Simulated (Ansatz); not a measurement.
# AlFH4NOP: the cost of one run

All numbers below are computed with Ansatz 0.2.0 (RKS PBE-D4/def2-SVP).

## Step 1: The structure to begin with

Bond lengths: N1–Al2 1.893 Å, Al2–F3 1.777 Å, Al2–P4 2.263 Å, P4–O5 1.759 Å, N1–H6 1.102 Å, N1–H7 1.017 Å, P4–H8 1.453 Å, O5–H9 0.966 Å. Angles: N1–Al2–F3 119.1°, N1–Al2–P4 121.1°, F3–Al2–P4 119.7°, Al2–N1–H6 106.3°, Al2–N1–H7 111.1°, H6–N1–H7 107.5°, Al2–P4–O5 95.4°, Al2–P4–H8 94.3°, O5–P4–H8 92.9°, P4–O5–H9 107.1°.

As a file:

```xyz
9

N     1.5701    1.2171   -0.1984
Al    0.7254   -0.3559    0.4316
F     1.4584   -1.2500    1.7804
P    -1.1632   -1.1384   -0.5399
O    -2.2165    0.1109    0.1122
H     0.9413    1.5976   -1.0189
H     2.4871    1.0093   -0.5865
H    -1.4666   -2.0613    0.5409
H    -2.2475    0.8244   -0.5385
```

## Step 2: Relaxing end A

File input.yaml:

```yaml
crystal:
  periodic: [false, false, false]
  atoms:
    - { symbol: "N", position_ang: [1.5701, 1.2171, -0.1984] }
    - { symbol: Al, position_ang: [0.7254, -0.3559, 0.4316] }
    - { symbol: F, position_ang: [1.4584, -1.25, 1.7804] }
    - { symbol: P, position_ang: [-1.1632, -1.1384, -0.5399] }
    - { symbol: O, position_ang: [-2.2165, 0.1109, 0.1122] }
    - { symbol: H, position_ang: [0.9413, 1.5976, -1.0189] }
    - { symbol: H, position_ang: [2.4871, 1.0093, -0.5865] }
    - { symbol: H, position_ang: [-1.4666, -2.0613, 0.5409] }
    - { symbol: H, position_ang: [-2.2475, 0.8244, -0.5385] }
basis:
  gaussian: { orbitals: def2-SVP }
hamiltonian:
  xc: pbe
  dispersion: d4
relax:
  f_tol: 0.02
  max_steps: 50
```

On the command line:

```console
$ ansatz run input.yaml --threads 2 --pin off --max-ram 3072MiB --backend cpu --events-out ev --progress --plain --runs-dir out
```

Q: Estimate wall time and peak memory on 2 threads of Intel Xeon Platinum 8488C (Sapphire Rapids), shared host.

About 41 s, with a peak of 0.2 GiB.
